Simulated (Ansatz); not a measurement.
**Al3Ni5: random displacements**

This session takes Al3Ni5 and sets out to compute energies and forces of randomly disturbed cells.

Computed with Ansatz 0.2.0 (DFT PBEsol, scalar-relativistic, plane waves, PAW, unless a step's input says otherwise).

1 further run of the same task is left out (set aside as unsound or not needed). Runs told in other sessions of the task aren't counted.

## (1) The system as given

Symmetry: Cmmm, No. 65, orthorhombic system. The conventional cell has a = 6.587 Å, b = 7.384 Å, c = 3.720 Å, α = 90.00°, β = 90.00°, γ = 90.00°. Al (site symmetry mmm) has 8 Ni at 2.37 to 2.47 Å in its first shell of neighbours. Around Al (site symmetry m2m) lie 10 Ni at 2.44 to 2.54 Å and 2 Al at 2.78 Å. Around Ni (site symmetry mmm) lie 4 Al at 2.47 Å and 8 Ni at 2.47 to 2.60 Å. Around Ni (site symmetry 2/m) lie 6 Al at 2.47 to 2.49 Å and 6 Ni at 2.47 to 2.63 Å. Ni (site symmetry 2mm) is surrounded by 6 Al at 2.37 to 2.54 Å and 6 Ni at 2.60 to 2.63 Å.

Coordinates:

```cif
data_structure
_symmetry_space_group_name_H-M 'P 1'
_symmetry_Int_Tables_number 1
_cell_length_a 4.9474
_cell_length_b 4.9474
_cell_length_c 3.7204
_cell_angle_alpha 90.000
_cell_angle_beta 90.000
_cell_angle_gamma 96.532
_cell_volume 90.47
loop_
_atom_site_label
_atom_site_type_symbol
_atom_site_fract_x
_atom_site_fract_y
_atom_site_fract_z
_atom_site_occupancy
Al1 Al 0.50000 0.50000 0.00000 1
Al2 Al 0.77969 0.22031 0.50000 1
Al3 Al 0.22031 0.77969 0.50000 1
Ni1 Ni 0.00000 0.00000 0.00000 1
Ni2 Ni 0.00000 0.50000 0.00000 1
Ni3 Ni 0.50000 0.00000 0.00000 1
Ni4 Ni 0.27624 0.27624 0.50000 1
Ni5 Ni 0.72376 0.72376 0.50000 1
```

It goes back to an entry of the Materials Project, which need not be the stable form.

It is the result of an earlier relaxation at this level (volume 11.31 Å³/atom; gap on the mesh: none (metal)).

## (2) Zero of energy

The reference gives a free energy of -30603.1417 eV, pressure 0.03 GPa, largest force 0.003 eV/Å and gap on the mesh none (metal). It was computed beforehand with the settings of the runs below.

## (3) The scan: random displacements

All atoms are moved at random with no net shift, in some cells together with a random strain.

## (4) Point rms move = 0.085 Å

input.yaml

```yaml
crystal:
  lattice:
    - [3.2933322733, -3.6919375996, 0.0]
    - [3.2933322733, 3.6919375996, 0.0]
    - [0.0, 0.0, 3.7203545688]
  atoms:
    - { symbol: Al, position: [0.5031666385, 0.4991577663, 0.0217283478] }
    - { symbol: Al, position: [0.7876167867, 0.2011343299, 0.5079474747] }
    - { symbol: Al, position: [0.2107002529, 0.7834238599, 0.5108830109] }
    - { symbol: Ni, position: [-0.0033341005, 0.0040142301, -0.0018701835] }
    - { symbol: Ni, position: [0.0008325061, 0.4984341479, 0.0072826017] }
    - { symbol: Ni, position: [0.499723386, 0.0004653462, -0.0223696706] }
    - { symbol: Ni, position: [0.2614223969, 0.2764042667, 0.5039969148] }
    - { symbol: Ni, position: [0.7398721333, 0.7369660531, 0.4724015042] }
basis:
  ecutwfc: 420
kpoints:
  mp_grid: { grid: [8, 8, 10] }
hamiltonian:
  xc: pbesol
scf:
  occupations: { method: gaussian, width: 0.15 }
output:
  forces: true
  stress: true
  eigenvalues: true
```

Command:

```console
ansatz run input.yaml --threads 2 --pin off --max-ram 5120MiB --backend cpu --events-out ev --progress --plain --runs-dir out
```

The program printed, shortened:

```text
Warning: RAYON_NUM_THREADS=2 ignored (pool sized by the plan → 2); use --threads N
[...]
Pseudopotentials: kind: paw
Pseudopotential: Al, paw, valence charge 3, recommended cutoff 420 eV (normal), Al.paw.azcp
Pseudopotential: Ni, paw, valence charge 18, recommended cutoff 420 eV (normal), Ni.paw.azcp
Functional definition: PBEsol
[...]
Crystal: 8 atoms, lattice volume = 90.470 Å³
Basis set: ecut = 420 eV, 1779 PW (Γ), exchange–correlation on 72×72×50 points (8 copies of the dense FFT grid, shifted against one another)
Bands: 60, of which v1, the nominal top of the filled ones, is band 50 counted from 1 (49 counted from 0)
Symmetry: 1 space group operations
Space group: P1 (ITA 1), of the structure as read, at distance tolerance 4.5e-5 Å
k-points: 324 of 640 (time reversal used)
[...]
SCF iter   1: F=—  HF=-30602.839097 eV  |F-HF|=—  |Δ(HF+E_count)|=         —  Δρ=2.50e-2  dr2=3.43e-1  ethr=1.77e-3  ⟨swp⟩=6.9  Hψ=75096  notcnv=0  defer=63
[...]
SCF iter   8: F=-30602.789507 eV  HF=-30602.789507 eV  |F-HF|=4.20e-9  |Δ(HF+E_count)|=   1.96e-8  Δρ=3.03e-6  dr2=7.01e-9  ethr=1.01e-10  ⟨swp⟩=9.0  Hψ=84518  notcnv=0
[...]
SCF converged after 8 iterations
Free energy (F): -30602.789507 eV
[...]
E sigma→0 (E₀):  -30602.768825 eV
Entropy (-TS):   -0.041365 eV (-5.171 meV/atom)
Fermi energy:    15.340154 eV
[...]
--- Forces (eV/Å), atoms counted from 1 ---
  atom   1  Al    -0.13213515     0.04421427    -1.17041957
  atom   2  Al     0.34957252     1.50108745    -0.36440625
  atom   3  Al     0.38508393    -0.74886020    -0.38365227
  atom   4  Ni     0.08726944    -0.47086767     0.12533892
  atom   5  Ni     0.06808597     0.13059158    -0.14753461
  atom   6  Ni    -0.14731834     0.10512235     0.65710919
  atom   7  Ni     0.67099076    -0.51228364     0.16947766
  atom   8  Ni    -1.28154990    -0.04900649     1.11408566
[...]
--- Stress (GPa, compression-positive) ---
        3.770436      -0.249368       0.719363
       -0.249368       2.143859       0.131079
        0.719363       0.131079       1.048217
  P = ⅓ Tr σ = 2.3208 GPa (23.208 kbar)
--- Band table (eV; the first three rows and the last of 324) ---
[...]
```

It took 58 s on 2 threads of Intel Xeon Platinum 8488C (Sapphire Rapids), shared host; peak memory 1.4 GiB.

## (5) rms move = 0.042 Å

input.yaml

```yaml
crystal:
  lattice:
    - [3.0996055537, -3.6212272174, -0.004337296]
    - [3.2028265444, 3.7133038062, 0.1157766777]
    - [0.0629444554, 0.0605192475, 3.7014775321]
  atoms:
    - { symbol: Al, position: [0.4998302822, 0.4962570512, -0.0006138178] }
    - { symbol: Al, position: [0.7797388089, 0.2316205416, 0.5115035225] }
    - { symbol: Al, position: [0.2198371318, 0.7761985685, 0.4955437022] }
    - { symbol: Ni, position: [0.0038020922, -0.0006175425, -0.0045948343] }
    - { symbol: Ni, position: [-0.0016162323, 0.4975251306, -0.0033590452] }
    - { symbol: Ni, position: [0.4941865513, 0.0058741956, -0.0096406412] }
    - { symbol: Ni, position: [0.2838481457, 0.2697728252, 0.5073901516] }
    - { symbol: Ni, position: [0.7203732202, 0.7233692299, 0.5037709622] }
basis:
  ecutwfc: 420
kpoints:
  mp_grid: { grid: [8, 8, 10] }
hamiltonian:
  xc: pbesol
scf:
  occupations: { method: gaussian, width: 0.15 }
output:
  forces: true
  stress: true
  eigenvalues: true
```

Command:

```console
ansatz run input.yaml --threads 2 --pin off --max-ram 5120MiB --backend cpu --events-out ev --progress --plain --runs-dir out
```

The program printed, shortened:

```text
Warning: RAYON_NUM_THREADS=2 ignored (pool sized by the plan → 2); use --threads N
[...]
[... 4 set-up lines as earlier in the session ...]
[...]
Crystal: 8 atoms, lattice volume = 85.486 Å³
Basis set: ecut = 420 eV, 1651 PW (Γ), exchange–correlation on 64×72×50 points (8 copies of the dense FFT grid, shifted against one another)
Bands: 60, of which v1, the nominal top of the filled ones, is band 50 counted from 1 (49 counted from 0)
[... 1 set-up line as earlier in the session ...]
Space group: P1 (ITA 1), of the structure as read, at distance tolerance 4.4e-5 Å
k-points: 324 of 640 (time reversal used)
[...]
SCF converged after 8 iterations
Free energy (F): -30602.746537 eV
[...]
E sigma→0 (E₀):  -30602.725539 eV
Entropy (-TS):   -0.041996 eV (-5.250 meV/atom)
Fermi energy:    16.408958 eV
[...]
--- Forces (eV/Å), atoms counted from 1 ---
  atom   1  Al     0.18666191     0.34900575     0.32768318
  atom   2  Al    -0.23119598    -0.48305061    -0.61970762
  atom   3  Al     0.02346312    -0.15861647     0.00675957
  atom   4  Ni    -0.40814641     0.40158924     0.27897232
  atom   5  Ni     0.17418160    -0.07709529     0.29532420
  atom   6  Ni     0.07927598    -0.83648259     0.55279819
  atom   7  Ni    -0.06533690     0.57753101    -0.32107593
  atom   8  Ni     0.24109580     0.22712110    -0.52075295
[...]
--- Stress (GPa, compression-positive) ---
       13.892941      -5.284547      -5.367983
       -5.284548      12.830351      -3.087114
       -5.367984      -3.087114      12.175231
  P = ⅓ Tr σ = 12.9662 GPa (129.662 kbar)
--- Band table (eV; the first three rows and the last of 324) ---
[...]
```

Wall time 61 s (2 threads of Intel Xeon Platinum 8488C (Sapphire Rapids), shared host); peak memory 1.3 GiB.

## (6) All points together

Collected from the runs (energy zero: the undisturbed cell):

```
rms move (Å)  ΔE (meV/atom)  largest force (eV/Å)  shortest distance (Å)  pressure (GPa)
       0.000            0.0                  0.00                   2.37             0.0
       0.042           49.4                  1.01                   2.27            13.0
       0.085           44.0                  1.70                   2.29             2.3
```

## (7) What came out

| quantity | value |
| --- | --- |
| costliest cell | 49.4 meV/atom at an rms move of 0.042 Å |

The cost runs from 44.0 to 49.4 meV/atom. Energy over the square of the rms move lies between 6.1 and 28.3 eV/Å² per atom; a harmonic solid under isotropic random moves would keep it roughly constant, while strain and close contacts change it. Spin polarisation is off in the runs that give these values; a magnetic solution could lie lower.
